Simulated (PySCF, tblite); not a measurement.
# C₁₀H₁₄: geometry, infrared bands and NMR shifts

Aim: predict the infrared bands and NMR shifts of C₁₀H₁₄ (`C1=CC(C2CCCC2)=CC1`).

The runs use tblite 0.8.0 and PySCF 2.14.0, with density-fitted response routines of our own; the level of theory stands in each step. All values are computed, except where a source is named. Atoms are numbered from 0 throughout.

## Step 1: The starting structure

24 atoms, charge 0, multiplicity 1; geometry from: force field or distance geometry start.

Bonds of the start (Å): C0–C1 1.33, C1–C2 1.46, C2–C3 1.47, C3–C4 1.53, C4–C5 1.54, C5–C6 1.52, C6–C7 1.51, C2–C8 1.33, C8–C9 1.49, C9–C0 1.47, C7–C3 1.50, C0–H10 1.07, C1–H11 1.11, C3–H12 1.13, C4–H13 1.09, C4–H14 1.12, C5–H15 1.10, C5–H16 1.12, C6–H17 1.12, C6–H18 1.09, C7–H19 1.11, C7–H20 1.09, C8–H21 1.09, C9–H22 1.09, C9–H23 1.11.

## Step 2: Geometry optimisation with GFN2-xTB

The job: settings as JSON, then the geometry in Å.

```
{"job": {"kind": "relax", "xc": "GFN2-xTB", "basis": "xTB"}, "charge": 0, "multiplicity": 1}
C      3.150100    -0.469400     0.525600
C      1.927600    -0.963400     0.715900
C      0.993600    -0.215500    -0.119800
C     -0.451400    -0.498100    -0.158300
C     -1.167900    -0.274200     1.177700
C     -2.616400    -0.433400     0.676400
C     -2.614800     0.547900    -0.480500
C     -1.232200     0.390700    -1.078700
C      1.666500     0.709200    -0.796300
C      3.112900     0.640800    -0.443200
H      4.020400    -0.835300     1.020300
H      1.650500    -1.795000     1.392800
H     -0.666800    -1.580700    -0.390300
H     -0.906200    -1.011600     1.942100
H     -1.087900     0.789800     1.505500
H     -3.359200    -0.209400     1.459300
H     -2.752200    -1.463000     0.249600
H     -2.695000     1.596600    -0.089500
H     -3.439500     0.333300    -1.163600
H     -1.282200    -0.083800    -2.083400
H     -0.710400     1.347900    -1.162400
H      1.293500     1.446200    -1.508500
H      3.744100     0.509000    -1.323200
H      3.411000     1.541200     0.140200
```

The run is started by

```console
> OMP_NUM_THREADS=1 python probes_run.py task.json out
```

The driver reads the jobs from task.json and runs them one after another.

**Question.** This job is followed by: GFN2-xTB harmonic vibrations, gas phase; GIAO PBE0/pcSseg-1 NMR shielding, non-relativistic, gas phase. Predict these results of the whole session: strongest single infrared mode (GFN2-xTB); zero-point energy (GFN2-xTB); 13C shifts against TMS (PBE0/pcSseg-1, means over atoms taken as alike); 1H shifts against TMS (PBE0/pcSseg-1, means over atoms taken as alike); surface potential, 1st and 99th percentile.

As calculated:

```
                                                               quantity                                                     value
                              strongest single infrared mode (GFN2-xTB)                                      3008 cm⁻¹, 94 km/mol
                                           zero-point energy (GFN2-xTB)                                            132.3 kcal/mol
13C shifts against TMS (PBE0/pcSseg-1, means over atoms taken as alike)    159.4, 142.3, 142.3, 130.1, 44.9, 44.3, 34.0, 29.1 ppm
 1H shifts against TMS (PBE0/pcSseg-1, means over atoms taken as alike)  6.77, 6.70, 6.15, 3.06, 2.80, 2.12, 1.79, 1.75, 1.45 ppm
                                  surface potential, 1st and 99th percentile                                        -0.81 V and 0.67 V
```

**Reading.** Relaxing lowered the energy by 0.425 eV in 162 steps; the close pair that moved most is C5–H16, from 1.123 to 1.090 Å. All 66 modes are real, so the xTB geometry is a minimum. GFN2-xTB is a fitted tight-binding method: band positions and strengths are rough. Its intensities can rank the bands wrongly.
